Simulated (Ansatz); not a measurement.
Crystal: HfIn4SiO6.

```
CELL_PARAMETERS angstrom
3.23023 -5.57768 -0.02470
3.23023 5.57768 -0.02470
-1.49068 0.00000 6.32030
ATOMIC_POSITIONS crystal
Hf 0.10178 0.10178 0.00912
In 0.79222 0.48204 0.00818
In 0.48204 0.79222 0.00818
In 0.54472 0.21983 0.48398
In 0.21983 0.54472 0.48398
Si 0.85433 0.85433 0.44523
O 0.83500 0.58822 0.38104
O 0.58822 0.83500 0.38104
O 0.02899 0.02899 0.29500
O 0.97920 0.97920 0.69555
O 0.42852 0.14514 0.07435
O 0.14514 0.42852 0.07435
```

The cell was built by a generator and needn't be a form met in nature.

Base run:

```yaml
Program: Ansatz 0.2.0
Functional: PBE
Potentials_or_basis: all-electron LAPW, scalar-relativistic
Cutoff: 495 eV
Density_cutoff: 1981 eV
Basis_error_allowed: 0.002 eV/atom
k_mesh: 4 × 4 × 3
Occupations: fermi-dirac, width 0.05 eV
Spin: no spin polarisation
```

Its results: band gap on the k mesh 0.56 eV, indirect (least direct gap 0.83 eV); pressure 0.0 GPa; largest force 0.008 eV/Å.

**Question.** The run is repeated on the same cell with these changes: functional from PBE to revPBE. What comes out?

**Answer.** Band gap on the k mesh 0.60 eV, indirect (least direct gap 0.86 eV); pressure 1.8 GPa; largest force 0.098 eV/Å.

revPBE binds less tightly than PBE, so the same cell stands under more pressure.

Caveats: spin-orbit coupling is left out, which moves the levels of the heavy elements.

A k mesh can miss the band edges.

Not every run made on this cell is shown here.
